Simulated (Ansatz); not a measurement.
Crystal: HPbNO4.

```
H Pb N O
1.0
     3.85404    0.14384    0.09012
    -0.25320    5.52698    0.16471
    -0.48197   -1.92720    5.72025
H Pb N O
1 1 1 4
Direct
  0.10913 0.65718 0.54463
  0.61029 0.52127 0.15100
  0.91580 0.96263 0.95867
  0.01384 0.13639 0.88084
  0.72398 0.01057 0.12858
  0.00389 0.73732 0.87043
  0.11927 0.59324 0.37651
```

The cell was built by a generator and needn't be a form met in nature.

| Item | Value |
| --- | --- |
| Program | Ansatz 0.2.0 |
| Task | relaxation of cell and atoms |
| Functional | PBEsol |
| Potentials or basis | Ansatz PAW |
| Cutoff | 420 eV (not typed: the program's choice for these potentials) |
| k mesh | 5 × 4 × 4 |
| Occupations | fermi-dirac, width 0.05 eV |
| Spin | no spin polarisation |

At the start: volume 17.65 Å³/atom.

Q: Where does the relaxation end?

A: It ends after 17 steps and the volume is 16.39 Å³/atom (-7.2 %); space group P1 (No. 1, to 0.05 Å).

Step by step:
```
step  energy change (eV)  largest force (eV/Å)  volume (Å³)
   1              0.0000                0.4632       123.55
   2             -0.0437                0.2621       113.80
   3             -0.0548                0.4521       117.51
   4             -0.0616                0.1949       116.88
   5             -0.0640                0.0298       116.52
   6             -0.0642                0.0253       116.49
   7             -0.0644                0.0207       116.44
   8             -0.0645                0.0139       116.41
   9             -0.0646                0.0062       116.39
  10             -0.0463                0.0064       116.39
  11             -0.0519                0.0189       115.11
  12             -0.0523                0.0213       115.02
  13             -0.0524                0.0230       115.00
  14             -0.0525                0.0048       114.98
  15             -0.0477                0.0051       114.98
  16             -0.0489                0.0066       114.70
  17             -0.0478                0.0067       114.70
```

Final structure:
```
H Pb N O
1.0
     3.74735    0.15090    0.08865
    -0.23244    5.42181    0.17469
    -0.47253   -1.87688    5.56264
H Pb N O
1 1 1 4
Direct
  0.10209 0.65622 0.55264
  0.59705 0.51968 0.14451
  0.92279 0.96370 0.95796
  0.02485 0.13867 0.87818
  0.72344 0.01242 0.12944
  0.01528 0.73486 0.86945
  0.11068 0.59306 0.37848
```

Caveat: the plane-wave basis is chosen anew once the cell has moved, so the energies of steps on either side of that aren't comparable; the pressure holds a Pulay correction of +0.6 GPa for the finite cutoff; the PAW data sets come from PBE, with cores solved anew for the run's functional, which leaves a small shift of forces and pressure.
